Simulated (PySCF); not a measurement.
**BeGa: bond curves at several levels of theory**

One job finds the state of BeGa, follows it along the bond with each method and fits the curves.

Computed with PySCF 2.14.0. Level: Be 6-31G(d,p), Ga 6-31G(d,p), no relativity.

1 further run of the same task is left out (set aside as unsound or not needed).

**1. The job**

The job is set up so:

```json
{
 "atoms": "Be, Ga",
 "charge": "0",
 "basis": "Be 6-31G(d,p), Ga 6-31G(d,p)",
 "Hamiltonian": "no relativity",
 "basis functions": "46",
 "electrons treated": "35",
 "masses in u": "9.0122, 68.9256",
 "levels": "PBE0, PBE, r²SCAN, MN15, M06, LDA, HF",
 "grid": "80 radial by 434 angular points",
 "occupations": "held fixed by the projection of orbital angular momentum",
 "dissociation limit": "Be + Ga, each in its ground configuration",
 "starting distance in angstrom": "2.165",
 "values of 2S to try": "1, 3"
}
```

Further steps of the session: First curve: PBE0; Other states along the same grid; PBE; r²SCAN; MN15 (hybrid meta-GGA); M06 (hybrid meta-GGA); LDA (local density); UHF.

What does the calculation give? Wanted: for each run, Re; ωe; De; μ.

As calculated:

Lowest PBE0 solution found, without spin–orbit coupling: ²Π (doublet), unpaired electrons π ↑. State 2 has its PBE0 minimum 0.12 eV higher. State 4 has its PBE0 minimum 1.06 eV higher. The other levels ran on the lowest alone.

| level | Re (Å) | ωe (cm⁻¹) | De (eV) | μ (D) |
| --- | --- | --- | --- | --- |
| LDA | 2.349 | 387 | 1.19 | -0.58 |
| PBE | 2.397 | 361 | 0.92 | -0.33 |
| r²SCAN | 2.379 | 374 | 0.91 | -0.58 |
| PBE0 | 2.402 | 353 | 0.75 | -0.50 |
| M06 | 2.435 | 340 | 0.72 | -0.32 |
| MN15 | 2.434 | 305 | 0.70 | -1.22 |

De is counted to Be + Ga in their ground configurations. A positive dipole means Be(−)Ga(+). No constants: UHF (no minimum is bracketed among the points kept).

In words: Bond lengths run from 2.349 Å (LDA) to 2.435 Å (M06). Among the levels with a De in the table, it runs from 0.70 eV (MN15) to 1.19 eV (LDA).
